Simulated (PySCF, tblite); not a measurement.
# C₄H₈ClGeO radical: geometry, infrared bands and EPR parameters

Wanted: the infrared bands and EPR parameters of C₄H₈ClGeO radical (`C[C](C)([C]=O)[GeH2][Cl]`), by calculation.

The runs use tblite 0.8.0 and PySCF 2.14.0, with density-fitted response routines of our own; the level of theory stands in each step. All values are computed, except where a source is named. Atoms are numbered from 0 throughout.

**1. The molecule as given**

15 atoms, charge 0, multiplicity 2; geometry from: force field or distance geometry start.

Bonds of the start (Å): C0–C1 1.51, C1–C2 1.50, C1–C3 1.48, C3–O4 1.23, C1–Ge5 1.96, Ge5–Cl6 2.15, C0–H7 1.10, C0–H8 1.11, C0–H9 1.10, C2–H10 1.10, C2–H11 1.12, C2–H12 1.11, Ge5–H13 1.56, Ge5–H14 1.55.

**2. Optimising the geometry with GFN2-xTB**

The job: settings as JSON, then the geometry in Å.

```
{"job": {"kind": "relax", "xc": "GFN2-xTB", "basis": "xTB"}, "charge": 0, "multiplicity": 2}
C     -0.996600     0.889800    -0.815000
C     -0.321100    -0.003200     0.198000
C     -0.138000    -1.406500    -0.309800
C     -1.063200     0.087600     1.471000
O     -1.459700    -0.863100     2.135300
Ge     1.487100     0.724300     0.360700
Cl     2.613400    -0.181600     1.952900
H     -1.741800     0.325200    -1.386600
H     -1.447000     1.712000    -0.219500
H     -0.203900     1.332500    -1.437400
H      0.655200    -1.971000     0.202400
H      0.188100    -1.344500    -1.376700
H     -1.078900    -2.000000    -0.321600
H      2.165800     0.453200    -1.021700
H      1.336200     2.253400     0.546000
```

The run is started by

```console
> OMP_NUM_THREADS=1 python probes_run.py task.json out
```

This one command runs all jobs of the session in turn.

Log:

```text
step      E/eV     max force
  0    -629.28141    3.011
  1    -629.35828    4.465
  2    -629.48471    0.549
  3    -629.52326    0.676
  4    -629.57393    0.528
  5    -629.58655    0.371
  6    -629.60428    0.360
  7    -629.61365    0.447
  8    -629.62880    0.374
  9    -629.64058    0.387
 10    -629.65066    0.266
 11    -629.65867    0.296
 12    -629.66659    0.292
 13    -629.67398    0.279
 14    -629.68045    0.231
 15    -629.68579    0.164
 16    -629.69124    0.239
 17    -629.69761    0.236
 18    -629.70380    0.238
 19    -629.70903    0.193
 20    -629.71399    0.233
 21    -629.72004    0.298
 22    -629.72809    0.321
 23    -629.73673    0.314
 24    -629.74350    0.195
 25    -629.74879    0.233
 26    -629.75414    0.236
 27    -629.75972    0.237
 28    -629.76456    0.168
 29    -629.76714    0.376
 30    -629.76991    0.127
 31    -629.77168    0.154
 32    -629.77387    0.156
 33    -629.77513    0.109
 34    -629.77649    0.117
 35    -629.77776    0.127
 36    -629.77930    0.177
 37    -629.78069    0.165
 38    -629.78172    0.098
 39    -629.78238    0.061
 40    -629.78293    0.057
 41    -629.78356    0.091
 42    -629.78435    0.108
 43    -629.78515    0.092
 44    -629.78577    0.055
 45    -629.78620    0.063
 46    -629.78659    0.061
 47    -629.78706    0.050
 48    -629.78766    0.059
 49    -629.78833    0.078
 50    -629.78896    0.078
 51    -629.78950    0.058
 52    -629.78995    0.066
 53    -629.79030    0.059
 54    -629.79064    0.065
 55    -629.79102    0.055
 56    -629.79158    0.055
 57    -629.79193    0.059
 58    -629.79238    0.053
 59    -629.79279    0.058
 60    -629.79325    0.067
 61    -629.79365    0.063
 62    -629.79398    0.050
 63    -629.79428    0.042
 64    -629.79460    0.049
 65    -629.79493    0.048
 66    -629.79520    0.041
 67    -629.79537    0.032
 68    -629.79548    0.038
 69    -629.79558    0.046
 70    -629.79573    0.047
 71    -629.79596    0.041
 72    -629.79613    0.042
 73    -629.79628    0.039
 74    -629.79643    0.046
 75    -629.79663    0.060
 76    -629.79688    0.055
 77    -629.79710    0.038
 78    -629.79724    0.023
 79    -629.79731    0.025
 80    -629.79738    0.024
 81    -629.79750    0.027
 82    -629.79767    0.033
 83    -629.79787    0.032
 84    -629.79802    0.025
 85    -629.79813    0.024
 86    -629.79825    0.026
 87    -629.79844    0.032
 88    -629.79871    0.037
 89    -629.79901    0.040
 90    -629.79928    0.042
 91    -629.79950    0.037
 92    -629.79973    0.036
 93    -629.79997    0.033
 94    -629.80015    0.028
 95    -629.80028    0.028
 96    -629.80040    0.028
 97    -629.80058    0.040
 98    -629.80085    0.045
 99    -629.80128    0.046
100    -629.80151    0.026
101    -629.80157    0.010
102    -629.80159    0.011
103    -629.80160    0.011
104    -629.80162    0.010
```

Wall time 0.76 s (1 thread of Arm Neoverse V1, shared host).

The steps of the relaxation: (not every step is listed)

| step | energy from step 0 (eV) | largest force (eV/Å) |
| --- | --- | --- |
| 0 | 0.0000 | 3.0105 |
| 1 | -0.0769 | 4.4647 |
| 2 | -0.2033 | 0.5485 |
| 3 | -0.2418 | 0.6759 |
| 4 | -0.2925 | 0.5276 |
| 5 | -0.3051 | 0.3707 |
| 6 | -0.3229 | 0.3600 |
| 7 | -0.3322 | 0.4469 |
| 8 | -0.3474 | 0.3745 |
| 17 | -0.4162 | 0.2355 |
| 26 | -0.4727 | 0.2357 |
| 35 | -0.4963 | 0.1270 |
| 44 | -0.5044 | 0.0554 |
| 53 | -0.5089 | 0.0592 |
| 62 | -0.5126 | 0.0504 |
| 71 | -0.5145 | 0.0405 |
| 80 | -0.5160 | 0.0241 |
| 89 | -0.5176 | 0.0405 |
| 98 | -0.5194 | 0.0449 |
| 99 | -0.5199 | 0.0464 |
| 100 | -0.5201 | 0.0258 |
| 101 | -0.5202 | 0.0103 |
| 102 | -0.5202 | 0.0109 |
| 103 | -0.5202 | 0.0112 |
| 104 | -0.5202 | 0.0099 |

Close pairs (by a distance rule), those that changed most:

| bond | before (Å) | after (Å) | change (Å) |
| --- | --- | --- | --- |
| C1–Ge5 | 1.956 | 2.055 | +0.099 |
| Ge5–Cl6 | 2.150 | 2.091 | -0.060 |
| Ge5–H13 | 1.564 | 1.523 | -0.041 |
| Ge5–H14 | 1.548 | 1.515 | -0.033 |
| C3–O4 | 1.226 | 1.196 | -0.030 |
| C2–H11 | 1.117 | 1.091 | -0.026 |
| C2–H12 | 1.113 | 1.089 | -0.024 |
| C0–H8 | 1.111 | 1.089 | -0.022 |

The next job starts from the end point, and lists it.

**3. Vibrational analysis with GFN2-xTB**

The job: settings as JSON, then the geometry in Å.

```
{"job": {"kind": "ir", "xc": "GFN2-xTB", "basis": "xTB"}, "charge": 0, "multiplicity": 2}
C     -1.053017     0.831935    -0.956556
C     -0.349105    -0.032953     0.081651
C     -0.200355    -1.478326    -0.382900
C     -0.921102     0.102210     1.423617
O     -0.925553    -0.642709     2.359264
Ge     1.470231     0.821787     0.510009
Cl     2.641803    -0.423718     1.713285
H     -2.041958     0.429503    -1.170957
H     -1.167440     1.852369    -0.594915
H     -0.481821     0.851307    -1.883557
H      0.243099    -2.083771     0.405700
H      0.440809    -1.518217    -1.264596
H     -1.172057    -1.899225    -0.636905
H      2.190366     1.030530    -0.815132
H      1.321685     2.167266     1.190079
```

Log:

```text
mode    cm-1     km/mol
  1      32.6      0.31
  2      74.5      0.22
  3     111.2      2.80
  4     169.9      0.90
  5     188.4      0.45
  6     204.1      1.12
  7     223.9      1.54
  8     237.3      0.80
  9     280.3      7.03
 10     342.9      3.36
 11     384.5     47.06
 12     417.4     32.09
 13     485.9     19.46
 14     571.8      2.02
 15     598.0      6.73
 16     661.7    362.07
 17     802.9    244.75
 18     820.9     14.48
 19     953.2      4.96
 20     973.6     11.81
 21    1008.5      3.50
 22    1102.7     18.78
 23    1170.7      7.51
 24    1208.5      7.74
 25    1390.3      8.45
 26    1408.6      4.01
 27    1469.9      1.59
 28    1479.3      2.57
 29    1483.7      8.24
 30    1494.5      9.77
 31    1813.5    198.68
 32    1844.3    334.72
 33    1900.5    441.39
 34    2980.1     20.99
 35    3009.0     25.00
 36    3013.3      3.79
 37    3017.8     58.16
 38    3020.5     12.61
 39    3023.8     22.49
```

It took 0.54 s on 1 thread of Arm Neoverse V1, shared host.

Which atoms move in the most intense modes:

| cm⁻¹ | km/mol | atoms |
| --- | --- | --- |
| 384 | 47.1 | Cl6 65 %, Ge5 32 % |
| 417 | 32.1 | H14 37 %, H13 35 % |
| 662 | 362.1 | H13 53 %, H14 41 % |
| 803 | 244.8 | H14 49 %, H13 47 % |
| 1814 | 198.7 | H13 77 %, H14 22 % |
| 1844 | 334.7 | C3 60 %, O4 40 % |
| 1900 | 441.4 | H14 77 %, H13 21 % |
| 3018 | 58.2 | H12 36 %, H8 36 %, H7 12 % |

**4. g tensor and hyperfine couplings: B3LYP/def2-TZVP-core+pcH-1**

Same as in step 3 but for these lines:

```diff
@@ -1,2 +1,2 @@
-{"job": {"kind": "ir", "xc": "GFN2-xTB", "basis": "xTB"}, "charge": 0, "multiplicity": 2}
+{"job": {"kind": "epr", "basis": "pcH-1"}, "charge": 0, "multiplicity": 2}
 C     -1.053017     0.831935    -0.956556
```

With the program's defaults for keys left out, this is: UKS B3LYP, def2-TZVP-core on Ge, pcH-1 on C Cl H O, non-relativistic, mean-field spin-orbit, GIAO.

Log:

```text
UKS, coarse grid
  cycle   1  E = -2769.52912323  |g| = 1.45e+00
  cycle   2  E = -2768.82038651  |g| = 1.67e+00
  cycle   3  E = -2769.48864935  |g| = 8.18e-01
  cycle   4  E = -2769.72178046  |g| = 2.40e-01
  cycle   5  E = -2769.73494906  |g| = 6.35e-02
  cycle   6  E = -2769.73627558  |g| = 1.52e-02
  cycle   7  E = -2769.73637684  |g| = 4.60e-03
  cycle   8  E = -2769.73638388  |g| = 1.36e-03
  cycle   9  E = -2769.73638656  |g| = 6.03e-04
UKS, final grid
  cycle   1  E = -2769.73626892  |g| = 5.77e-04
  cycle   2  E = -2769.73626867  |g| = 9.60e-04
  cycle   3  E = -2769.73626906  |g| = 2.21e-04
  cycle   4  E = -2769.73626908  |g| = 4.50e-05
  cycle   5  E = -2769.73626908  |g| = 2.16e-05
E = -2769.73626908 Eh   <S^2> = 0.7527 (exact 0.7500)
g shifts (ppm)      1          2          3
  rmc          -224       -224       -224
  gc             35         12        -33
  oz_so       -4961        -67       2764
  total       -5150       -279       2507
hyperfine (MHz)  atom isotope    a_iso     a_fc   dipolar eigenvalues
    0   13C      10.58      10.58     -1.27     -0.97      2.24
    1   13C     144.84     144.91    -13.75    -12.82     26.57
    2   13C      12.18      12.18     -3.99     -3.52      7.51
    3   13C     318.07     318.39    -49.67    -48.16     97.83
    4   17O     -42.05     -42.29   -109.58     52.25     57.33
    5  73Ge       3.11       3.11     -0.25     -0.01      0.26
    6  35Cl       0.20       0.19     -0.33     -0.17      0.50
    7    1H      -0.29      -0.28     -3.19     -2.33      5.52
    8    1H      -0.66      -0.65     -4.38     -2.94      7.32
    9    1H      -2.05      -2.04     -2.14     -1.49      3.63
   10    1H      -1.98      -1.98     -4.43     -0.93      5.36
   11    1H      14.25      14.25     -3.35     -0.52      3.88
   12    1H      -2.53      -2.54     -3.27     -1.53      4.80
   13    1H      -3.78      -3.78     -1.29     -0.96      2.25
   14    1H       3.83       3.82     -2.60     -2.10      4.70
```

It took 3.6 min on 1 thread of Arm Neoverse V1, shared host; peak memory 1.3 GiB.

Principal g values 1.99717, 2.00204, 2.00483; g(iso) = 2.00135, against 2.00232 for a free electron.

Mean a(iso) over the nuclei that a row names, and the largest dipolar term of the row (other rows stand at the frozen geometry):

| nuclei | isotope | a(iso) (MHz) | a(iso) (G, at g = 2.0023) | largest dipolar term (MHz) |
| --- | --- | --- | --- | --- |
| C3 | 13C | 318.1 | 113.5 | 97.8 |
| C1 | 13C | 144.8 | 51.7 | 26.6 |
| O4 | 17O | -42.1 | -15.0 | -109.6 |
| C0, C2 | 13C | 11.4 | 4.1 | 7.5 |
| Ge5 | 73Ge | 3.1 | 1.1 | 0.3 |
| H7, H8, H9, H10, H11, H12 | 1H | 1.1 | 0.4 | 7.3 |
| Cl6 | 35Cl | 0.2 | 0.1 | 0.5 |
| H13, H14 | 1H | 0.0 | 0.0 | 4.7 |

Mulliken spin populations:

C0 0.00; C1 0.03; C2 0.04; C3 0.65; O4 0.26; Ge5 0.01; Cl6 0.00; H7 0.00; H8 0.01; H9 0.00; H10 0.00; H11 0.00; H12 0.00; H13 0.00; H14 0.00

In first order the couplings over 0.8 MHz of 1H give 7 distinct lines over 2.4 G, if the averaged nuclei exchange fast; the same motion can average rows kept apart here too.

Orbitals, density, ELF and potential are computed afterwards from the orbital file.

ELF in a plane through or near 5 of the atoms.

Ten even steps from '0' (0.00) to '9' (1.00):
```
0000000000000000000000000000
0000000000000000000000000000
0000000000000000000000000000
0000000000004783000000000000
0000000122128998001333200000
0000001899759999005787641000
0000004999978997017886874200
0000002999932641027737586300
0000000267667852126722786400
0000000000148766312577875300
0000002443246577277323332000
0000015776556444267311000000
0000014666765212122131000000
0000000124786100123442000000
0000000002453100012221000000
0000000000011000000000000000
0000000000000000000000000000
0000000000000000000000000000
0000000000000000000000000000
0000000000000000000000000000
```
The map spans 11.1 Å across and 9.4 Å up, centred on the molecule. Atoms in the plane (x, y in Å): C2 (-0.7, 1.2), Ge5 (1.7, -0.5), Cl6 (3.0, 1.1), H10 (-0.1, 2.1), H12 (-1.7, 1.5).

On the surface of density 0.002 e/bohr³ the electrostatic potential runs, from the 1st to the 99th percentile, from -1.37 V near O4 to 1.28 V near H8.

The spin density lies nearest to C3 54 %; O4 28 %; C1 10 %.

**5. Outcome**

| quantity | value |
| --- | --- |
| strongest single infrared mode (GFN2-xTB) | 1900 cm⁻¹, 441 km/mol |
| zero-point energy (GFN2-xTB) | 64.9 kcal/mol |
| g(iso) (B3LYP) | 2.00135 |
| ⟨S²⟩ | 0.753 (exact 0.75) |
| largest a(iso) (averaged by class) | 13C on C3, 318.1 MHz |
| potential on the surface of density 0.002 e/bohr³, 1st and 99th percentile | -1.37 V and 1.28 V |

Over 104 steps the energy fell by 0.520 eV; of the close pairs, C1–Ge5 changed most, 1.956 to 2.055 Å. No mode is imaginary among the 39: a minimum at this level. The strongest single mode, at 1900 cm⁻¹, moves mainly H14. Unscaled tight-binding wavenumbers are off by several per cent, some by more. Its intensities can rank the bands wrongly. C3 carries the largest spin population, 0.65 e. The isotropic g lies 1.0 ppt below the free-electron value. The hyperfine terms hold no scalar relativity, which the heavier nuclei need. These values are for one conformer; the search (at its own cheap level) found 2 more, at 0.15, 0.17 kcal/mol, and measured spectra average over such forms.
